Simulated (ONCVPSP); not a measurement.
# An ONCV potential for Li, from input to tests

Aim: build the potential from the settings below, then test how well it stands in for the atom: other configurations, scattering, ghost states and the plane-wave cutoff that it needs.

Method: ONCVPSP 4.0.1, PBE, non-relativistic.

### Step 1. Settings

The settings as typed:

```
element                 : lithium (Li, Z = 3)
type                    : optimised norm-conserving Vanderbilt (ONCV)
frozen core             : [He]
valence charge          : 1
reference configuration : 2s1
partial waves           : 2s: rc 2.45 bohr, ncon 4, nbas 9, qcut 2.2 1/bohr, 3 projectors, debl 0.8 Ha; p scattering state at 0.08 Ha: rc 2.40 bohr, ncon 5, nbas 8, qcut 3.7 1/bohr, 3 projectors, debl 1.2 Ha
local potential         : polynomial inside 2.00 bohr (lpopt 5, dvloc0 6 Ha)
core correction         : Teter function, fcfact 3.5, rcfact 1.5
```

The outer shells as boxes (Hund's rule for the drawing; the calculation is spin-unpolarised):

```
[He] core
2s [↑ ]
```

An earlier all-electron run gives the scale for the radii.

All-electron outer shells of the reference configuration (PBE, non-relativistic, ld1.x):

```json
{"shell": "1s", "level (eV)": "-51.85", "outermost node (bohr)": "–", "outermost maximum (bohr)": "0.36"}
{"shell": "2s", "level (eV)": "-2.87", "outermost node (bohr)": "0.83", "outermost maximum (bohr)": "3.12"}
{"shell": "2p", "level (eV)": "-1.09", "outermost node (bohr)": "–", "outermost maximum (bohr)": "3.81"}
```

### Step 2. Generation

File Li.dat:

```
# ATOM AND REFERENCE CONFIGURATION
# atsym  z   nc   nv     iexc    psfile
  Li 3.00    1    1        4      upf
#
#   n    l    f
    1    0    2.00
    2    0    1.00
#
# PSEUDOPOTENTIAL AND OPTIMIZATION
# lmax
    1
#
#   l,   rc,      ep,       ncon, nbas, qcut
    0    2.45    0.00    4    9    2.20
    1    2.40    0.08    5    8    3.70
#
# LOCAL POTENTIAL
# lloc, lpopt,  rc(5),   dvloc0
    4    5    2.00    6.00
#
# VANDERBILT-KLEINMAN-BYLANDER PROJECTORs
# l, nproj, debl
    0    3    0.80
    1    3    1.20
#
# MODEL CORE CHARGE
# icmod, fcfact, rcfact
    3    3.50    1.50
#
# LOG DERIVATIVE ANALYSIS
# epsh1, epsh2, depsh
   -2.00    5.00    0.02
#
# OUTPUT GRID
# rlmax, drl
    6.00    0.01
#
# TEST CONFIGURATIONS
# ncnf
    2
# nvcnf
#   n    l    f
    1
    2    0    0.50
#
    2
    2    0    0.00
    2    1    1.00
#
```

The run is started by

```console
$ oncvpspnr.x < Li.dat > Li.out
```

Q: Predict the outcome of this session. Wanted: cutoffs for 1 and 0.1 mHa per electron, occupied waves; bound ghosts; GHOST(+) flags; largest test error; largest phase difference near zero energy, channels read; rms error of d²Exc/dn², without and with the model core.

As calculated:

| quantity | value |
| --- | --- |
| cutoffs for 1 and 0.1 mHa per electron, occupied waves | 2.0 Ha and 6.4 Ha |
| bound ghosts | s at -99.59 eV |
| GHOST(+) flags | none at low energy |
| largest test error (AE − PS) | +4.5 meV, for 2s0.5 (1 test unsolved) |
| largest phase difference near zero energy, channels read | 0.000 rad |
| rms error of d²Exc/dn², without and with the model core | 3.48 and 1.63 mHa |

A bound ghost (s) makes it unfit for use: electrons can fall into a state that the atom doesn't have. By total energies transferability is very good where solved: the largest error is 4.5 meV on 2.0 eV, for 2s0.5. Atomic tests can pass in spite of a ghost, since they solve only for the levels asked. Of the tests 1 gave no usable energy difference, which is a warning in itself. The potential is soft on the atom at that tolerance: the looser tolerance needs 2.0 Ha. The tighter tolerance needs 6.4 Ha, and converged work needs a cutoff nearer that. That counts occupied waves only; other projectors can need more. Near zero energy the phases of the channels with partial waves that could be evaluated agree within 0.001 rad. All of this concerns the isolated atom, not yet a solid.
